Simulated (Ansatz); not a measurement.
# C₂Cl₂GeN₂: a ladder of functionals and wavefunction methods

One table from this session's results is given with a row withheld; the runs are named, their logs left out.

Computed with Ansatz 0.2.0, Gaussian basis. Level: functionals in def2-TZVPP, the program's frozen cores in correlated methods.

The runs, in order: LDA (SPW92), PBE-D4, revPBE-D4, BLYP-D4, r2SCAN-D4, B97M-V, PBE0-D4, B3LYP-D4, r2SCANh-D4, r2SCAN0-D4, HSE06-D4, BHLYP-D4, CAM-B3LYP-D4, LC-ωPBE, ωB97X-V, ωB97M-V, B2PLYP, PBE-QIDH; CCSD(T)/def2-SVP; CCSD(T)/def2-TZVPP; MP2/def2-QZVPP; extrapolation to the limit; RPA on PBE.

**The relaxed structure**

An earlier PBE0-D4 in a triple-zeta def2 set relaxation fixed the geometry.

SMILES `N#[C][Ge]([Cl])([Cl])[C]#N`, 7 atoms, charge 0, spin multiplicity 1.

Atoms are counted from 1 here; the program's logs count them from 0.

Bond lengths: N1–C2 1.150 Å, C2–Ge3 1.904 Å, Ge3–Cl4 2.106 Å, Ge3–Cl5 2.106 Å, Ge3–C6 1.904 Å, C6–N7 1.150 Å. Angles: N1–C2–Ge3 179.4°, C2–Ge3–Cl4 109.2°, C2–Ge3–Cl5 109.2°, C2–Ge3–C6 108.7°, Cl4–Ge3–Cl5 111.4°, Cl4–Ge3–C6 109.2°, Cl5–Ge3–C6 109.2°, Ge3–C6–N7 179.4°.

Set-up of the first run:

File in.yaml:

```yaml
crystal:
  periodic: [false, false, false]
  atoms:
    - {symbol: N, position_ang: [1.736941, -1.666348, 1.449510]}
    - {symbol: C, position_ang: [0.986109, -1.114131, 0.775084]}
    - {symbol: Ge, position_ang: [-0.260746, -0.217384, -0.350428]}
    - {symbol: Cl, position_ang: [-2.181958, -1.019068, -0.030807]}
    - {symbol: Cl, position_ang: [0.338738, -0.434871, -2.357720]}
    - {symbol: C, position_ang: [-0.271785, 1.632177, 0.101877]}
    - {symbol: N, position_ang: [-0.286198, 2.751623, 0.366783]}
basis:
  gaussian: {orbitals: def2-TZVPP}
hamiltonian: {xc: lda}
output: {orbitals: {seedname: orbitals}}
```

The run is started by

```
$ ansatz run in.yaml --threads 4 --pin off --events-out ev --progress --plain --max-ram 11315MiB
```

Among the steps run: LDA; PBE-D4 (GGA); revPBE-D4 (GGA); BLYP-D4 (GGA); r2SCAN-D4 (meta-GGA); B97M-V (meta-GGA); PBE0-D4 (hybrid); B3LYP-D4 (hybrid); r2SCANh-D4 (hybrid); r2SCAN0-D4 (hybrid); HSE06-D4 (hybrid); BHLYP-D4 (hybrid); CAM-B3LYP-D4 (range-separated); LC-ωPBE (range-separated); ωB97X-V (range-separated); ωB97M-V (range-separated); B2PLYP (double hybrid); PBE-QIDH (double hybrid).

One of the session's tables, all rows but one given; the rest of the session is left out.

It belongs to the step «Orbital energies across the functionals». 

```
  functional  HOMO (eV)  LUMO (eV)  gap (eV)
 LDA (SPW92)      -9.08      -3.60      5.47
      PBE-D4      -8.91      -3.29      5.62
   revPBE-D4      -8.84      -3.17      5.68
     BLYP-D4      -8.73      -3.17      5.56
   r2SCAN-D4      -9.30      -3.13      6.17
      B97M-V      -9.35      -2.98      6.37
     PBE0-D4     -10.37      -2.36      8.01
    B3LYP-D4     -10.07      -2.60      7.47
  r2SCANh-D4      -9.83      -2.79      7.04
  r2SCAN0-D4     -10.63      -2.28      8.35
    HSE06-D4      -9.96      -2.73      7.23
    BHLYP-D4     -11.66      -1.32     10.34
CAM-B3LYP-D4     -11.75      -1.27     10.48
     LC-ωPBE          ?          ?         ?
     ωB97X-V     -12.81      -0.15     12.66
     ωB97M-V     -12.63      -0.25     12.38
```

**Question.** Estimate the row for LC-ωPBE.

The run gave: HOMO (eV): -13.23; LUMO (eV): -0.08; gap (eV): 13.15. In the column «HOMO (eV)» it is the lowest.
